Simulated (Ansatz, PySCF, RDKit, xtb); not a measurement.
# Solving GaAlH2O2, step by step

Only the formula GaAlH2O2 is given. Aim: find the structure of lowest free energy at 298.15 K, then its properties.

The funnel: GFN2-xTB relaxations, single points with a density functional, relaxations at r2SCAN-D4/def2-SVP, harmonic vibrations, and a last energy at a higher level. All values are calculated.

4 further runs of the same task are left out: 4 set aside as unsound or not needed.

### Step 1. Possible bonding patterns

A program enumerates the bonding patterns with one Lewis structure each (two rings at most, one unusual centre or charged pair), with their diastereomers. O–O, O–halogen and N–halogen bonds and N–N–N chains are not drawn. That gives 19 candidates.

c003 [O]1[Al]2[OH+][Ga@H-]12; c051 [O-][Al+][O][GaH2]; c085 [OH][GaH][O][Al] (triplet); c149 [OH][Ga]([OH])[Al] (triplet); c228 [O]1[Al@@H-]2[OH+][Ga]12; c242 [OH][Ga]([OH])[Al]; c302 [OH][Ga]1[O][AlH]1; c413 [O-][Ga+][O][AlH2]; c480 [OH][Al]1[O][GaH]1; c561 [OH][AlH][O][Ga]; c591 [O-][Ga+][AlH][OH]; c665 [OH][AlH][O][Ga] (triplet); c724 [OH][Ga@@H-]1[O][Al+]1; c743 [O]1[AlH][O][GaH]1; c745 [O-][Al+][GaH][OH]; c749 [OH][Al]([OH])[Ga]; c797 [OH][GaH][O][Al]; c880 [OH][Al]([OH])[Ga] (triplet); c976 [OH][Al@@H-]1[O][Ga+]1.

Candidates are built by distance geometry, with a force field where one applies, in up to four conformers (letters a to d). 16 starts with atoms placed at random are added, to find patterns that the rules miss.

Q: Predict the outcome of this search (final energies at CCSD(T)/def2-TZVP).

| quantity | value |
| --- | --- |
| lowest structure found | [OH][AlH][O][Ga], singlet, Cs |
| next finalist | [OH][Al]1[OH][Ga]1 ‡, singlet, 39.9 kcal/mol higher in G |
| share at equilibrium, among the finalists | 100.0 % |
| harmonic wavenumbers, lowest and highest (r2SCAN-D4/def2-SVP) | 59 and 3942 cm⁻¹ |
| rotational constants, same geometry | 0.7644, 0.03883, 0.03695 cm⁻¹ |
| dipole moment (PBE0/def2-TZVPD) | 1.90 D |
| HOMO energy (PBE0/def2-TZVPD) | -7.23 eV |
| LUMO energy (PBE0/def2-TZVPD) | -1.11 eV |
| HOMO–LUMO gap (PBE0/def2-TZVPD) | 6.12 eV |
| lowest excitation (TD-CAM-B3LYP/def2-SVPD) | 5.54 eV (f = 0.231) |
| strongest of the states computed, same level | 7.26 eV (f = 0.395) |
| lowest triplet excitation, same level, Tamm-Dancoff | 3.77 eV |
| vertical ionisation energy | 9.38 eV |
| vertical electron affinity | -0.41 eV (unbound: the value depends on the basis) |
| vertical triplet less singlet | +3.65 eV |

The search ends on `[OH][AlH][O][Ga]`. Among the finalists first place is clear (39.9 kcal/mol); structures outside the list aren't covered. GFN2-xTB, HF/STO-3G, r2SCAN-D4/def2-SVP, r2SCAN-D4/def2-SVP, relaxed, HF/def2-TZVP and MP2/def2-TZVP already put its bonding pattern lowest among the structures in one piece. The search is not exhaustive (a finite list of starts, one conformer a finalist), so a lower isomer can't be ruled out. Patterns outside the rules of the enumeration were met only by chance. The lowest isomer need not be the one that is made and kept in a bottle, which depends on barriers.

‡ marks the bonded skeleton alone, with all bonds drawn single: no Lewis structure was assigned that passes a check against the bond lengths.
